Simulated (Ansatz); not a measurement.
# GeAsH₃+ (quartet): wave-function methods side by side, cc-pVTZ

Aim: climb from Hartree-Fock through coupled cluster and multireference methods for GeAsH₃+ (quartet) at one geometry and basis, and see what each rung misses.

The runs use Ansatz 0.2.0, Gaussian basis; cc-pVTZ, core rule «outside noble gas», up to 28 orbitals frozen.

Plan: UHF; CCSD(T) on ROHF; CCSD(T) on UHF; BCCD(T) on ROHF; CCSDT(Q) on ROHF; CCSDT(Q) on UHF; CASSCF and NEVPT2, 11 electrons in 11 orbitals.

6 further runs of the same task are left out: 6 set aside as unsound or not needed. Runs told in other sessions of the task aren't counted.

### Step 1. The system

The geometry is a PBE0/def2-TZVP stationary point (not a proven minimum) of the parent state, kept for this charge and spin. No spin-orbit coupling is included. The filled d shell of Ge, As may be among the frozen orbitals whatever the setting's name suggests.

5 atoms, charge 1, spin multiplicity 4.

Atoms are counted from 1 here; the program's logs count them from 0.

Bond lengths: Ge1–As2 2.423 Å, Ge1–H3 1.552 Å, Ge1–H4 1.552 Å, As2–H5 1.526 Å. Angles: As2–Ge1–H3 109.8°, As2–Ge1–H4 109.8°, H3–Ge1–H4 106.6°, Ge1–As2–H5 93.8°.

In the tables R marks a restricted open-shell determinant and U an unrestricted one; 'valence' is the active space of 11 electrons in 11 orbitals; energies count from the table's Hartree-Fock row.

### Step 2. UHF

in.yaml

```yaml
crystal:
  periodic: [false, false, false]
  atoms:
    - {symbol: Ge, position_ang: [0.000000, -0.056595, 1.214134]}
    - {symbol: As, position_ang: [0.000000, 0.056163, -1.206338]}
    - {symbol: H, position_ang: [-1.244560, 0.682142, 1.773873]}
    - {symbol: H, position_ang: [1.244554, 0.682153, 1.773873]}
    - {symbol: H, position_ang: [0.000006, -1.460284, -1.378912]}
basis:
  gaussian: {orbitals: cc-pVTZ}
total_charge: 1
magnetization: {spin_polarized: true, initial_magnetization: 3}
hamiltonian: {xc: hf}
output: {orbitals: {seedname: orbitals}}
```

Run with:

```
> ansatz run in.yaml --threads 1 --pin off --events-out ev --progress --plain --max-ram 4096MiB --backend cpu
```

Log:

```text
Functional definition: HF
  name "HF"
  cite "Fock, Z. Phys. 61, 126 (1930) doi:10.1007/BF01340294"
  parent pbe
  exchange = exact_x
  correlation = 0
797 factors; integrals over basis functions are off by at most 1.3e-3 eV
mean field evaluation 1: about -117308.1979 eV, gradient 9.1e0 eV
mean field evaluation 2: about -117308.2014 eV, gradient 9.1e0 eV
mean field evaluation 4: about -117309.3634 eV, gradient 1.4e0 eV
mean field evaluation 8: about -117309.4024 eV, gradient 1.8e-2 eV
mean field -117309.40237561 eV, -4311.0410221347 hartree, gradient 5.0e-5 eV, S^2 3.769714; 0 other end points of the search recorded, 0 dependent functions left out
reference -117309.40237561 eV, -4311.0410221347 hartree; 35, 32 occupied and 93, 96 virtual orbitals, 797 factors
Total energy: -117309.40237561 eV, -4311.0410221347 hartree
```

It took 4 s on 1 thread of AMD EPYC 7R13, shared host; peak memory 0.33 GiB.

From the report: ⟨S²⟩ of the determinant 3.770 (pure quartet: 3.75).

### Step 3. CCSD(T) on ROHF

in.yaml: that of step 2 with these lines changed.

```diff
@@ -11,4 +11,3 @@
 total_charge: 1
-magnetization: {spin_polarized: true, initial_magnetization: 3}
-hamiltonian: {xc: hf}
-output: {orbitals: {seedname: orbitals}}
+magnetization: {spin_polarized: false, initial_magnetization: 3}
+correlation: {method: ccsd_t, electrons: outside_noble_gas}
```

Run with:

```
> ansatz run in.yaml --threads 2 --pin off --events-out ev --progress --plain --max-ram 24576MiB --backend cuda --devices 0, --max-vram 18GiB
```

Log, shortened:

```text
Functional definition: HF
  name "HF"
  cite "Fock, Z. Phys. 61, 126 (1930) doi:10.1007/BF01340294"
  parent pbe
[...]
797 factors; integrals over basis functions are off by at most 1.3e-3 eV
[...]
mean field -117309.22841020 eV, -4311.0346290241 hartree, gradient 3.6e-6 eV, S^2 3.750000; 2 other end points of the search recorded, 0 dependent functions left out
[...]
determinant -117309.22841020 eV, -4311.0346290241 hartree, with singles and doubles -117315.51072413 eV, -4311.2654998025 hartree
determinant -117307.02538207 eV, -4310.9536692333 hartree, with singles and doubles -117313.58613112 eV, -4311.1947723138 hartree
determinant -117306.50748945 eV, -4310.9346370306 hartree, with singles and doubles -117313.30879596 eV, -4311.1845804348 hartree
28 core orbitals not correlated: weight in the atoms' cores, before any rotation towards them, 1.000 or more for the frozen orbitals, at most 0.000 for the correlated occupied ones
reference -117309.22841020 eV, -4311.0346290241 hartree; 7, 4 occupied and 93, 96 virtual orbitals, 797 factors
second order -5.05944053 eV of doubles, -0.08907276 eV of singles
cycle   1  -6.15807829 eV  change   -4.2e-1 eV  update   2.1e-2
[...]
cycle  10  -6.17820630 eV  change    1.9e-6 eV  update   1.4e-5
perturbative correction -0.21684154 eV, -0.0079687796 hartree
Total energy: -117315.62345804 eV, -4311.2696426974 hartree
```

It took 10 s on 1 × H100 (card shared with other runs) with 2 threads of AMD EPYC 7R13, shared host; peak host memory 0.81 GiB.

From the report: correlation -6.3950 eV; T1 0.031; largest double amplitude 0.05.

### Step 4. CCSD(T) on UHF

in.yaml: that of step 3 with these lines changed.

```diff
@@ -11,3 +11,3 @@
 total_charge: 1
-magnetization: {spin_polarized: false, initial_magnetization: 3}
+magnetization: {spin_polarized: true, initial_magnetization: 3}
 correlation: {method: ccsd_t, electrons: outside_noble_gas}
```

Launched as before.

Log, shortened:

```text
Functional definition: HF
  name "HF"
  cite "Fock, Z. Phys. 61, 126 (1930) doi:10.1007/BF01340294"
  parent pbe
[...]
797 factors; integrals over basis functions are off by at most 1.3e-3 eV
[...]
mean field -117309.40237561 eV, -4311.0410221347 hartree, gradient 1.8e-6 eV, S^2 3.769714; 2 other end points of the search recorded, 0 dependent functions left out
determinant -117309.40237561 eV, -4311.0410221347 hartree, with singles and doubles -117315.52805571 eV, -4311.2661367263 hartree
determinant -117307.30578795 eV, -4310.9639739595 hartree, with singles and doubles -117313.58883033 eV, -4311.1948715083 hartree
determinant -117306.96583273 eV, -4310.9514808355 hartree, with singles and doubles -117313.30385071 eV, -4311.1843987003 hartree
28 core orbitals not correlated: weight in the atoms' cores, before any rotation towards them, 1.000 or more for the frozen orbitals, at most 0.000 for the correlated occupied ones
reference -117309.40237561 eV, -4311.0410221347 hartree; 7, 4 occupied and 93, 96 virtual orbitals, 797 factors
second order -4.98548319 eV of doubles, -0.00000000 eV of singles
cycle   1  -6.00645895 eV  change   -4.5e-1 eV  update   2.2e-2
[...]
cycle  11  -6.02689360 eV  change   -3.6e-6 eV  update   5.6e-6
perturbative correction -0.21142888 eV, -0.0077698679 hartree
Total energy: -117315.64069808 eV, -4311.2702762572 hartree
```

It took 8.5 s on 1 × H100 (card shared with other runs) with 2 threads of AMD EPYC 7R13, shared host; peak host memory 0.8 GiB.

From the report: ⟨S²⟩ of the determinant 3.770 (pure quartet: 3.75); correlation -6.2383 eV; T1 0.020; largest double amplitude 0.05.

### Step 5. BCCD(T) on ROHF

in.yaml: that of step 4 with these lines changed.

```diff
@@ -11,3 +11,3 @@
 total_charge: 1
-magnetization: {spin_polarized: true, initial_magnetization: 3}
-correlation: {method: ccsd_t, electrons: outside_noble_gas}
+magnetization: {spin_polarized: false, initial_magnetization: 3}
+correlation: {method: bccd_t, electrons: outside_noble_gas}
```

Same command.

Log, shortened:

```text
Functional definition: HF
  name "HF"
  cite "Fock, Z. Phys. 61, 126 (1930) doi:10.1007/BF01340294"
  parent pbe
[...]
797 factors; integrals over basis functions are off by at most 1.3e-3 eV
[...]
mean field -117309.22841020 eV, -4311.0346290241 hartree, gradient 3.6e-6 eV, S^2 3.750000; 2 other end points of the search recorded, 0 dependent functions left out
[...]
determinant -117309.22841020 eV, -4311.0346290241 hartree, with singles and doubles -117315.51072413 eV, -4311.2654998025 hartree
determinant -117307.02538207 eV, -4310.9536692333 hartree, with singles and doubles -117313.58613112 eV, -4311.1947723138 hartree
determinant -117306.50748945 eV, -4310.9346370306 hartree, with singles and doubles -117313.30879596 eV, -4311.1845804348 hartree
28 core orbitals not correlated: weight in the atoms' cores, before any rotation towards them, 1.000 or more for the frozen orbitals, at most 0.000 for the correlated occupied ones
reference -117309.22841020 eV, -4311.0346290241 hartree; 7, 4 occupied and 93, 96 virtual orbitals, 797 factors
second order -5.05944053 eV of doubles, -0.08907276 eV of singles
cycle   1  -6.16456227 eV  change   -4.3e-1 eV  update   2.3e-2
[...]
cycle  11  -6.17575747 eV  change   -5.9e-6 eV  update   8.7e-6
perturbative correction -0.22059765 eV, -0.0081068141 hartree
Total energy: -117315.62476532 eV, -4311.2696907391 hartree
```

Wall time 16 s (1 × H100 (card shared with other runs) with 2 threads of AMD EPYC 7R13, shared host); peak host memory 0.82 GiB.

From the report: correlation -6.3964 eV; largest double amplitude 0.05.

### Step 6. CCSDT(Q) on ROHF

in.yaml: that of step 5 with these lines changed.

```diff
@@ -12,2 +12,2 @@
 magnetization: {spin_polarized: false, initial_magnetization: 3}
-correlation: {method: bccd_t, electrons: outside_noble_gas}
+correlation: {method: ccsdt_q, electrons: outside_noble_gas}
```

Launched as before.

Log, shortened:

```text
Functional definition: HF
  name "HF"
  cite "Fock, Z. Phys. 61, 126 (1930) doi:10.1007/BF01340294"
  parent pbe
[...]
1531 factors; integrals over basis functions are off by at most 1.7e-7 eV
[...]
mean field -117309.22844248 eV, -4311.0346302101 hartree, gradient 4.1e-6 eV, S^2 3.750000; 2 other end points of the search recorded, 0 dependent functions left out
determinant -117309.22844248 eV, -4311.0346302101 hartree, with singles and doubles -117315.51077301 eV, -4311.2655015988 hartree
determinant -117307.02541670 eV, -4310.9536705062 hartree, with singles and doubles -117313.58618111 eV, -4311.1947741510 hartree
determinant -117306.50752158 eV, -4310.9346382116 hartree, with singles and doubles -117313.30884391 eV, -4311.1845821971 hartree
28 core orbitals not correlated: weight in the atoms' cores, before any rotation towards them, 1.000 or more for the frozen orbitals, at most 0.000 for the correlated occupied ones
reference -117309.22844248 eV, -4311.0346302101 hartree; 7, 4 occupied and 93, 96 virtual orbitals, 1531 factors
second order -5.05946206 eV of doubles, -0.08907298 eV of singles
cycle   1  -5.86043904 eV  change   -7.1e-1 eV  update   8.1e-2
[...]
cycle  18  -6.43553684 eV  change    3.0e-7 eV  update   1.2e-6
perturbative correction -0.00824454 eV, -0.0003029812 hartree
Total energy: -117315.67222386 eV, -4311.2714348082 hartree
```

Run time: 45 s. Hardware: 1 × H100 (card shared with other runs) with 2 threads of AMD EPYC 7R13, shared host; peak host memory 1.2 GiB.

From the report: correlation -6.4438 eV; T1 0.033; largest double amplitude 0.05.

### Step 7. CCSDT(Q) on UHF

in.yaml: that of step 6 with these lines changed.

```diff
@@ -11,3 +11,3 @@
 total_charge: 1
-magnetization: {spin_polarized: false, initial_magnetization: 3}
+magnetization: {spin_polarized: true, initial_magnetization: 3}
 correlation: {method: ccsdt_q, electrons: outside_noble_gas}
```

Launched as before.

Log, shortened:

```text
Functional definition: HF
  name "HF"
  cite "Fock, Z. Phys. 61, 126 (1930) doi:10.1007/BF01340294"
  parent pbe
[...]
1531 factors; integrals over basis functions are off by at most 1.7e-7 eV
[...]
mean field -117309.40240833 eV, -4311.0410233374 hartree, gradient 2.0e-6 eV, S^2 3.769714; 2 other end points of the search recorded, 0 dependent functions left out
determinant -117309.40240833 eV, -4311.0410233374 hartree, with singles and doubles -117315.52810429 eV, -4311.2661385117 hartree
determinant -117307.30582343 eV, -4310.9639752632 hartree, with singles and doubles -117313.58886845 eV, -4311.1948729089 hartree
determinant -117306.96586617 eV, -4310.9514820645 hartree, with singles and doubles -117313.30389717 eV, -4311.1844004075 hartree
28 core orbitals not correlated: weight in the atoms' cores, before any rotation towards them, 1.000 or more for the frozen orbitals, at most 0.000 for the correlated occupied ones
reference -117309.40240833 eV, -4311.0410233374 hartree; 7, 4 occupied and 93, 96 virtual orbitals, 1531 factors
second order -4.98550360 eV of doubles, -0.00000000 eV of singles
cycle   1  -5.70763420 eV  change   -7.2e-1 eV  update   8.1e-2
[...]
cycle  18  -6.27959273 eV  change    2.6e-7 eV  update   1.1e-6
perturbative correction -0.00826784 eV, -0.0003038375 hartree
Total energy: -117315.69026890 eV, -4311.2720979511 hartree
```

It took 29 s on 1 × H100 (card shared with other runs) with 2 threads of AMD EPYC 7R13, shared host; peak host memory 1.1 GiB.

From the report: ⟨S²⟩ of the determinant 3.770 (pure quartet: 3.75); correlation -6.2879 eV; T1 0.022; largest double amplitude 0.05.

### Step 8. CASSCF and NEVPT2, 11 electrons in 11 orbitals

in.yaml: that of step 7 with these lines changed.

```diff
@@ -11,3 +11,3 @@
 total_charge: 1
-magnetization: {spin_polarized: true, initial_magnetization: 3}
-correlation: {method: ccsdt_q, electrons: outside_noble_gas}
+magnetization: {spin_polarized: false, initial_magnetization: 3}
+correlation: {method: sc_nevpt2, electrons: outside_noble_gas, active_space: {window: {electrons: 11, orbitals: 11}, shells: [{species: As, l: s, shell: 4}, {species: As, l: p, shell: 4}, {species: Ge, l: s, shell: 4}, {species: Ge, l: p, shell: 4}, {species: H, l: s, shell: 1}]}}
```

Same command.

Log:

```text
Functional definition: HF
  name "HF"
  cite "Fock, Z. Phys. 61, 126 (1930) doi:10.1007/BF01340294"
  parent pbe
  exchange = exact_x
  correlation = 0
1531 factors; integrals over basis functions are off by at most 1.7e-7 eV
mean field evaluation 1: about -117308.1017 eV, gradient 1.0e1 eV
mean field evaluation 2: about -117308.1085 eV, gradient 1.0e1 eV
mean field evaluation 4: about -117309.1890 eV, gradient 1.5e0 eV
mean field evaluation 8: about -117309.2262 eV, gradient 2.1e-1 eV
mean field -117309.22844248 eV, -4311.0346302101 hartree, gradient 4.1e-6 eV, S^2 3.750000; 0 other end points of the search recorded, 0 dependent functions left out
reference -117309.22844248 eV, -4311.0346302101 hartree; 35, 32 occupied and 93, 96 virtual orbitals, 1531 factors
state -117311.07804773 eV, -4311.1026019496 hartree
state -117311.07804773 eV, -4311.1026019496 hartree; corrected -117314.51201721 eV, -4311.2287980003 hartree
Total energy: -117314.51201721 eV, -4311.2287980003 hartree
Checks for a lower state left out: starts, orbital_swaps
```

Wall time 63 s (1 × H100 (card shared with other runs) with 2 threads of AMD EPYC 7R13, shared host); peak host memory 0.91 GiB.

From the report: 54,692 determinants; active occupations 1.98, 1.98, 1.96, 1.96, 1.01, 1.00, 1.00, 0.04, 0.03, 0.03, 0.02.

### Step 9. How many determinants matter

Natural occupations of the CASSCF valence state about the gap (report; correlated orbitals 2 to 11): 1.977, 1.962, 1.962, 1.006, 1.000, 0.999, 0.036, 0.030, 0.026, 0.018. The count of effectively unpaired electrons, Σ n²(2 − n)², is 3.03; a single determinant of this spin has 3.

### Step 10. Misses and costs

The yardstick is UCCSDT(Q), where the cluster series has nearly closed. Rows without a time are mean-field rows or come out of runs for another level: lower rungs of the coupled-cluster runs, CASSCF and MRCISD of the multireference runs, or the Hartree-Fock search.

Differences are taken before rounding.

```
        method  energy from the lowest ROHF (meV)  from UCCSDT(Q) (meV)   time
           ROHF                               0.0               +6461.9       
           UHF                            -174.0               +6287.9       
          RMP2                           -5148.5               +1313.3       
          UMP2                           -5159.4               +1302.4       
         RCCSD                           -6178.2                +283.7       
         UCCSD                           -6200.9                +261.0       
      RCCSD(T)                           -6395.0                 +66.8   10 s
      UCCSD(T)                           -6412.3                 +49.6  8.5 s
       BCCD(T)                           -6396.4                 +65.5   16 s
        RCCSDT                           -6435.6                 +26.3       
        UCCSDT                           -6453.6                  +8.3       
     RCCSDT(Q)                           -6443.8                 +18.0   45 s
     UCCSDT(Q)                           -6461.9                     0   29 s
CASSCF valence                           -1849.6               +4612.2       
NEVPT2 valence                           -5283.6               +1178.3   63 s
```

Among the levels timed on like hardware and quicker than the yardstick, those that no quicker one beats, quickest first: UCCSD(T) (8.5 s, +49.6 meV).

### Step 11. Results

| quantity | value |
| --- | --- |
| UCCSDT(Q) from the ROHF energy | -6.4619 eV |
| RMP2 from UCCSDT(Q) | +1313.3 meV |
| UMP2 from UCCSDT(Q) | +1302.4 meV |
| RCCSD from UCCSDT(Q) | +283.7 meV |
| RCCSD(T) from UCCSDT(Q) | +66.8 meV |
| UCCSD(T) from UCCSDT(Q) | +49.6 meV |
| RCCSDT(Q) from UCCSDT(Q) | +18.0 meV |
| NEVPT2 valence from UCCSDT(Q) | +1178.3 meV |
| levels within 1 kcal/mol (43 meV) | RCCSDT, UCCSDT, RCCSDT(Q) |
| T1 diagnostic | 0.031 |
| effectively unpaired electrons | 3.03 |

RCCSD(T) misses by +66.8 meV, 1.0 % of the correlation energy. One determinant dominates. These misses are within one basis, not against nature; the frozen cores of restricted and unrestricted runs differ, which can shift their rows.

UCCSD(T) reaches 49.6 meV from the reference in 8.5 s, where UCCSDT(Q) took 29 s.
